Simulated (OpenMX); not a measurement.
Wanted: the native input for an OpenMX 3.8.5 run.

```
Task                : single point
Functional          : PBE
Potentials or basis : OpenMX 2013 PBE set, Sc7.0-s3p2d1, Si7.0-s2p2d1, grid cutoff 350 Ry
k mesh              : 9 × 9 × 7
Occupations         : fermi-dirac, width 0.05 eV
Spin                : no spin polarisation
Mixing scheme       : rmm-diisk
SCF threshold       : 1e-08 Ha
Solver              : band
Max SCF cycles      : 100
```

The system is ScSi2.

```
CELL_PARAMETERS angstrom
3.66000 0.00000 0.00000
-1.83000 3.16965 0.00000
0.00000 0.00000 3.87000
ATOMIC_POSITIONS crystal
Sc 0.99981 0.00282 0.98772
Si 0.67459 0.34644 0.50953
Si 0.32321 0.67437 0.50000
```

The cell isn't the ideal one: atoms moved at random, drawn with an rms of 0.05 Å.

These files were run (other wordings do the same):

ScSi2.dat

```
System.CurrrentDirectory             ./
System.Name                          ScSi2
DATA.PATH                            ./DFT_DATA13
level.of.stdout                      1
level.of.fileout                     0
Species.Number                       2
<Definition.of.Atomic.Species
  Sc  Sc7.0-s3p2d1           Sc_PBE13
  Si  Si7.0-s2p2d1           Si_PBE13
Definition.of.Atomic.Species>

Atoms.Number                         3
Atoms.SpeciesAndCoordinates.Unit     FRAC
<Atoms.SpeciesAndCoordinates
    1  Sc   -0.0001940000    0.0028230000   -0.0122770000   5.500  5.500
    2  Si    0.6745880000    0.3464430000    0.5095350000   2.000  2.000
    3  Si    0.3232120000    0.6743660000    0.4999980000   2.000  2.000
Atoms.SpeciesAndCoordinates>

Atoms.UnitVectors.Unit               Ang
<Atoms.UnitVectors
     3.6600000000    0.0000000000    0.0000000000
    -1.8300000000    3.1696529779    0.0000000000
     0.0000000000    0.0000000000    3.8700000000
Atoms.UnitVectors>

scf.XcType                           GGA-PBE
scf.SpinPolarization                 off
scf.ElectronicTemperature            580.226
scf.energycutoff                     350.0
scf.maxIter                          100
scf.EigenvalueSolver                 band
scf.Kgrid                            9 9 7
scf.Mixing.Type                      rmm-diisk
scf.Init.Mixing.Weight               0.05
scf.Min.Mixing.Weight                0.001
scf.Max.Mixing.Weight                0.3
scf.Mixing.History                   25
scf.Mixing.StartPulay                8
scf.criterion                        1.0e-8
scf.stress.tensor                    on
MD.Type                              nomd
```

Potentials or basis: OpenMX 2013 PBE set, Sc7.0-s3p2d1, Si7.0-s2p2d1, grid cutoff 350 Ry.

Run with:

```bash
$ openmx ScSi2.dat -nt 1 > ScSi2.std
```

It gave:

```json
{
  "Pressure": "26.7 GPa",
  "Largest force": "1.692 eV/Å",
  "Band gap on the k mesh": "none (metal or under the smearing width)"
}
```

Caveat: the transition metal has a single d function, too few for pressures, volumes and moments; the basis of atomic orbitals isn't converged, which shifts pressures, moduli and gaps.

Wall time 72 s on 1 thread of Arm Neoverse V2, with other jobs on the host, peak memory 0.62 GiB.
